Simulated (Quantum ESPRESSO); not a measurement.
This Quantum ESPRESSO 7.5 run on TaAg2Br2 needs a look.

Contents of pw.in:

```
&CONTROL
  calculation = 'scf'
  prefix = 'pwscf'
  outdir = './tmp'
  pseudo_dir = './pseudo'
  tprnfor = .true.
  tstress = .true.
  disk_io = 'low'
/
&SYSTEM
  ibrav = 0
  nat = 5
  ntyp = 3
  ecutwfc = 75
  nbnd = 52
  input_dft = 'vdw-df-ob86'
  occupations = 'smearing'
  smearing = 'mv'
  degauss = 0.00734986
/
&ELECTRONS
  conv_thr = 1d-09
  electron_maxstep = 75
  mixing_beta = 0.5
/
ATOMIC_SPECIES
Ta   180.9479 Ta_ONCV_PBE-1.2.upf
Ag   107.8682 Ag_ONCV_PBE-1.2.upf
Br    79.9040 Br_ONCV_PBE-1.2.upf
CELL_PARAMETERS bohr
  -2.2114608000    2.2114608000    6.9599416800
   2.2114608000   -2.2114608000    6.9599416800
   2.2114608000    2.2114608000   -6.9599416800
ATOMIC_POSITIONS crystal
Ta     0.5000000000    0.5000000000    0.0000000000
Ag     0.6379590000    0.6379590000    0.0000000000
Ag     0.3620410000    0.3620410000    0.0000000000
Br     0.1390050100    0.1390050100    0.0000000000
Br     0.8609949900    0.8609949900    0.0000000000
K_POINTS automatic
5 5 5 0 0 0
```

Potentials or basis: SG15 PBE 1.2.

Launch:

```console
$ OMP_NUM_THREADS=1 pw.x -in pw.in > pw.out
```

pw.out:

```text
This program is part of the open-source Quantum ESPRESSO suite
     for quantum simulation of materials; please cite
         "P. Giannozzi et al., J. Phys.:Condens. Matter 21 395502 (2009);
         "P. Giannozzi et al., J. Phys.:Condens. Matter 29 465901 (2017);
         "P. Giannozzi et al., J. Chem. Phys. 152 154105 (2020);
     in publications or presentations arising from this work. More details at

     IMPORTANT: XC functional enforced from input :
     Exchange-correlation= VDW-DF-OB86
                           (   1   4  24   0   1   0   0)
     Any further DFT definition will be discarded
     Please, verify this is what you really want

     Message from routine setup:
     using ibrav=0 with symmetry is DISCOURAGED, use correct ibrav instead

     G-vector sticks info
     --------------------
     sticks:   dense  smooth     PW     G-vecs:    dense   smooth      PW
     Sum        1035    1035    329                11903    11903    2177
[... 222 lines left out ...]

     End of self-consistent calculation

[... 180 lines left out ...]
     the Fermi energy is    94.8821 ev

!    total energy              =   -1053.61699173 Ry
     estimated scf accuracy    <          1.2E-10 Ry
     smearing contrib. (-TS)   =      -0.00007465 Ry
     internal energy E=F+TS    =   -1053.61691708 Ry

     The total energy is F=E-TS. E is the sum of the following terms:
     one-electron contribution =     -42.93218651 Ry
     hartree contribution      =     230.94923484 Ry
     xc contribution           =    -126.90409217 Ry
     ewald contribution        =   -1114.72987324 Ry

     convergence has been achieved in  11 iterations

     Forces acting on atoms (cartesian axes, Ry/au):

     atom    1 type  1   force =     0.00000000    0.00000000    0.00000000
     atom    2 type  2   force =     0.00000000    0.00000000   74.22195258
     atom    3 type  2   force =    -0.00000000   -0.00000000  -74.22195258
     atom    4 type  3   force =     0.00000000    0.00000000   -0.62339695
     atom    5 type  3   force =     0.00000000   -0.00000000    0.62339695

     Total force =   104.969394     Total SCF correction =     0.000009

     Computing stress (Cartesian axis) and pressure

          total   stress  (Ry/bohr**3)                   (kbar)     P=   155207.84
   0.37136289  -0.00000000   0.00000000        54629.37       -0.00        0.00
  -0.00000000   0.37136289  -0.00000000           -0.00    54629.37       -0.00
   0.00000000   0.00000000   2.42251857            0.00        0.00   356364.78

=------------------------------------------------------------------------------=
   JOB DONE.
=------------------------------------------------------------------------------=
```

Task: What happened, and what is wrong with the input?

Result: The run converged. The input holds a flaw that was put in on purpose: cell typed in angstrom but marked bohr. The program doesn't stop on it, so the numbers can't be trusted though the run ends normally.
